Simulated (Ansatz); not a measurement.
An input for Ansatz 0.2.0 (NaY2Tl3):

File run.py:

```python
import json

import ase.io
import numpy as np

import ansatz as az

atoms = ase.io.read("NaY2Tl3.xyz")
atoms.pbc = (True, False, False)

calculation = (
    az.Crystal.from_ase(atoms)
    .calculation()
    .kpoints(4, 4, 6)
    .functional("pbesol")
    .pseudopotentials(kind="nc", source="spms", xc_functional="pbe")
    .scf(extra_bands=15)
    .occupations(method="tetrahedron")
    .density_of_states(energy_step=0.05, projected=False, nscf_kmesh=(6, 6, 9))
    .forces()
    .stress()
)
outcome = calculation.run(threads=2, events_out="events.jsonl")

report = outcome.report
for line in open("events.jsonl"):
    event = json.loads(line)
    if event["event"] == "scf_iter":
        d = event["data"]
        print(f"SCF {d['iter']:3d}  HF = {d['harris_foulkes_ev']:.6f} eV  dr2 = {d['dr2_ev']:.2e} eV")
    elif event["event"] in ("relax_step", "md_step"):
        d = event["data"]
        print(f"{event['event']} {d['step']:3d}  E = {d['lagrangian_ev']:.6f} eV")
np.set_printoptions(precision=5, suppress=True, linewidth=110)
print("converged:", report["converged"], "after", report["n_iterations"], "iterations")
print(f"free energy {report['free_energy_ev']:.6f} eV, Fermi level {report['fermi_energy_ev']:.4f} eV")
for key in ("band_edges_ev", "magnetization_mub", "site_moments_mub", "site_moments_nc_mub", "forces_ev_ang",
                "stress_gpa"):
    if report.get(key) is not None:
        print(key, np.array(report[key]), sep="\n")
```

File NaY2Tl3.xyz:

```xyz
6
Lattice="6.9427450000 0.0000000000 0.0000000000 -3.4713725000 6.0125935500 0.0000000000 0.0000000000 0.0000000000 3.8374564200" Properties=species:S:1:pos:R:3 pbc="T T T"
Na     0.0000000000      0.0000000000      0.0000000000
Y     -0.0000000347      4.0083957200      0.0000000000
Y      3.4713725347      2.0041978300      0.0000000000
Tl     3.4713725000      0.0000000000      1.9187282100
Tl     1.7356862500      3.0062967750      1.9187282100
Tl    -1.7356862500      3.0062967750      1.9187282100
```

Potentials or basis: SPMS NC.

Command:

```bash
$ python run.py
```

Question: What does the program do with it?

Answer: The run stopped without a result. It printed:

Output:

```text
Traceback (most recent call last):
  File "run.py", line 12, in <module>
  [frames inside libraries left out]
ansatz.errors.InputError: the structure repeats along (True, False, False), a wire, which no run serves: with all three repeating it runs with its images, in a cell whose vacuum keeps them apart (no .periodic, atoms.pbc = True or periodic_images=True)  [crystal.periodic]
```
